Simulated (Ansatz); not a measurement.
# YbMn2Sb2: the cost of one run

Program: Ansatz 0.2.0. Level of theory: DFT PBE+U (U_eff = 6 eV on Yb 4f), scalar-relativistic, plane waves, PAW. These are calculated values, not measurements.

## 1. Starting point

It takes space group P-3m1 (No. 164, trigonal). The conventional cell has a = 4.522 Å, b = 4.522 Å, c = 7.439 Å, α = 90.00°, β = 90.00°, γ = 120.00°. Yb (site symmetry -3m) has 6 Sb at 3.25 Å as nearest neighbours. Around Mn (site symmetry 3m) lie 4 Sb at 2.68 to 2.76 Å. Around Sb (site symmetry 3m) lie 4 Mn at 2.68 to 2.76 Å.

Structure file:

```
CELL_PARAMETERS angstrom
4.52200 0.00000 0.00000
-2.26100 3.91617 0.00000
0.00000 0.00000 7.43900
ATOMIC_POSITIONS crystal
Yb 0.00000 0.00000 0.00000
Mn 0.33333 0.66667 0.62000
Mn 0.66667 0.33333 0.38000
Sb 0.33333 0.66667 0.26000
Sb 0.66667 0.33333 0.74000
```

Starting moments: Mn 3.50 μB.

## 2. Seeding the open shells on a coarse mesh

The input, input.yaml:

```yaml
crystal:
  lattice:
    - [4.522, 0.0, 0.0]
    - [-2.261, 3.9161668759, 0.0]
    - [0.0, 0.0, 7.439]
  atoms:
    - { symbol: Yb, position: [0.0, 0.0, 0.0] }
    - { symbol: Mn, position: [0.3333333333, 0.6666666667, 0.62], spin: 3.5 }
    - { symbol: Mn, position: [0.6666666667, 0.3333333333, 0.38], spin: 3.5 }
    - { symbol: Sb, position: [0.3333333333, 0.6666666667, 0.26] }
    - { symbol: Sb, position: [0.6666666667, 0.3333333333, 0.74] }
basis:
  ecutwfc: 420
  ecutrho_ratio: 4
kpoints:
  mp_grid: { grid: [4, 4, 2] }
hamiltonian:
  xc: pbe
  hubbard: { sites: [{ species: Yb, l: f, u_eff: 6.0 }] }
scf:
  occupations: { method: gaussian, width: 0.05 }
output:
  forces: true
  stress: true
  eigenvalues: true
  populations: true
  hubbard: { sites: [{ species: Yb, l: f }] }
magnetization:
  spin_polarized: true
```

Started as:

```bash
ansatz run input.yaml --threads 4 --pin off --max-ram 10240MiB --backend cpu --events-out ev --progress --plain --runs-dir out
```

What time and memory should one allow on 4 threads of Arm Neoverse V1, shared host?

About 9.9 s, with a peak of 0.58 GiB.
